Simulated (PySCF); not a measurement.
**The bond of KO+, level by level**

An exercise on one series of results from a longer session: the logs are not shown, and one member is left open.

The runs use PySCF 2.14.0; K def2-SVP, O def2-SVP, no relativity.

The first run:

A driver script around PySCF takes these settings:

```yaml
atoms: K, O
charge: 1
basis: K def2-SVP, O def2-SVP
Hamiltonian: no relativity
basis_functions: 38
electrons_treated: 26
masses_in_u: 38.9637, 15.9949
levels: PBE0, PBE, r²SCAN, r²SCANh, M06-2X, BLYP, HF, MP2, SCS-MP2, CCSD, CCSD(T)
grid: 80 radial by 434 angular points
occupations: held fixed by the projection of orbital angular momentum
dissociation_limit: K+ + O, each in its ground configuration
starting_distance_in_angstrom: 2.645
values_of_2S_to_try: 0, 2
```

Launch:

```console
$ OMP_NUM_THREADS=1 python dia.py task.json out
```

Among the steps run: Set-up; The PBE0 curve of the state that the search chose; Excited determinants; PBE (GGA); r²SCAN (meta-GGA); r²SCANh (hybrid meta-GGA); M06-2X (hybrid meta-GGA); BLYP (GGA); UHF; Adding correlation.

One of the session's tables, all rows but one given; the rest of the session is left out.

Energy (eV) from each level's lowest point:

```
R (Å)    UHF  UHF-MP2  UHF-SCS-MP2  UHF-CCSD  UHF-CCSD(T)
2.594  0.124    0.119        0.123       n/a          n/a
2.714  0.057    0.054        0.057     0.056        0.056
2.835  0.021    0.019        0.021     0.020        0.020
2.925      ?        ?            ?         ?            ?
3.016  0.001    0.000        0.001     0.001        0.001
3.107  0.000    0.000        0.000     0.000        0.000
3.227  0.004    0.005        0.004     0.005        0.005
3.378  0.013    0.017        0.016     0.017        0.017
3.559  0.028    0.035        0.034     0.036        0.036
3.800  0.050    0.063        0.061       n/a          n/a
```

Q: Estimate the row for R (Å) = 2.925 from the others.

Worked estimate for «UHF». A straight line through the neighbours (2.835, 0.021) and (3.016, 0.001) gives 0.021 + (0.001 − 0.021) × (2.925 − 2.835) / (3.016 − 2.835) = 0.011; a parabola fitted to 4 rows on both sides gives 0.007.

As computed: UHF: 0.008; UHF-MP2: 0.006; UHF-SCS-MP2: 0.007; UHF-CCSD: 0.007; UHF-CCSD(T): 0.007. In «UHF» the line misses by +0.003 and the parabola by -0.001.

Caveats from the session: The bond is weak, and basis-set superposition, which was not computed, may be a sizeable part of it.
